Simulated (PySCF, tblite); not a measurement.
# C7H8P2S: geometry, infrared bands and NMR shifts

What infrared bands and NMR shifts should C7H8P2S (`C#C[P@@H](=S)C#CP(C)C=C`) show?

Computed with tblite 0.8.0 and PySCF 2.14.0, with density-fitted response routines of our own, on a single molecule in the gas phase. Atoms count from 0, in the outputs and in this text.

## 1. Starting geometry

18 atoms, charge 0, multiplicity 1; geometry from: force field or distance geometry start.

Bonds of the start (Å): C0–C1 1.23, C1–P2 1.75, P2–S3 1.72, P2–C4 1.78, C4–C5 1.21, C5–P6 1.80, P6–C7 1.83, P6–C8 1.79, C8–C9 1.33, C0–H10 1.05, P2–H11 1.40, C7–H12 1.09, C7–H13 1.12, C7–H14 1.11, C8–H15 1.12, C9–H16 1.09, C9–H17 1.10.

## 2. Geometry optimisation with GFN2-xTB

What the job is given:

```
{"job": {"kind": "relax", "xc": "GFN2-xTB", "basis": "xTB"}, "charge": 0, "multiplicity": 1}
C      4.885800    -0.422400    -0.282200
C      3.992800     0.416900    -0.339300
P      2.701800     1.600800    -0.397100
S      2.642900     2.353100    -1.944000
C      1.162200     0.754700    -0.083100
C      0.130000     0.162600     0.123600
P     -1.394200    -0.738500     0.471000
C     -1.527900    -2.261800    -0.540400
C     -2.853100     0.301700     0.471500
C     -3.247900     1.095500    -0.524200
H      5.634400    -1.157200    -0.230100
H      2.916000     2.564900     0.601000
H     -1.396200    -2.119500    -1.617100
H     -2.517200    -2.749500    -0.337200
H     -0.774300    -2.981300    -0.145900
H     -3.517200     0.315800     1.369500
H     -2.684000     1.181800    -1.454500
H     -4.162800     1.688800    -0.417800
```

Launch:

```
> OMP_NUM_THREADS=1 python probes_run.py task.json out
```

This one command runs all jobs of the session in turn.

**Question.** This job is followed by: GFN2-xTB harmonic vibrations, gas phase; GIAO PBE0/pcSseg-1 NMR shielding, non-relativistic, gas phase. What will the session give for the following? strongest single infrared mode (GFN2-xTB); zero-point energy (GFN2-xTB); 13C shifts against TMS (PBE0/pcSseg-1); 1H shifts against TMS (PBE0/pcSseg-1, means over atoms taken as alike); 31P shifts against H3PO4 (PBE0/pcSseg-1); 33S shifts against CS2 (PBE0/pcSseg-1).

As calculated:

| quantity | value |
| --- | --- |
| strongest single infrared mode (GFN2-xTB) | 873 cm⁻¹, 153 km/mol |
| zero-point energy (GFN2-xTB) | 74.4 kcal/mol |
| 13C shifts against TMS (PBE0/pcSseg-1) | 141.2, 133.4, 120.1, 108.2, 99.9, 80.9, 16.1 ppm |
| 1H shifts against TMS (PBE0/pcSseg-1, means over atoms taken as alike) | 8.21, 6.34, 6.24, 6.14, 2.60, 1.51 ppm |
| 31P shifts against H3PO4 (PBE0/pcSseg-1) | -68.4, -68.8 ppm |
| 33S shifts against CS2 (PBE0/pcSseg-1) | -188 ppm |

In words: The optimisation took 149 steps and gained 2.500 eV; among the close pairs (by a distance rule), P2–S3 changed most, from 1.721 to 1.933 Å. The lowest mode is slightly imaginary (9i cm⁻¹), a soft motion within the noise of the Hessian, so the minimum is not strictly shown. The strongest single mode, at 873 cm⁻¹, is spread over many atoms; the largest shares are those of H11, P2. Unscaled tight-binding wavenumbers are off by several per cent, some by more. Its intensities can rank the bands wrongly. The most deshielded carbon is C8 (alkene CH), at 141.2 ppm: an sp2 carbon of a C=C bond.
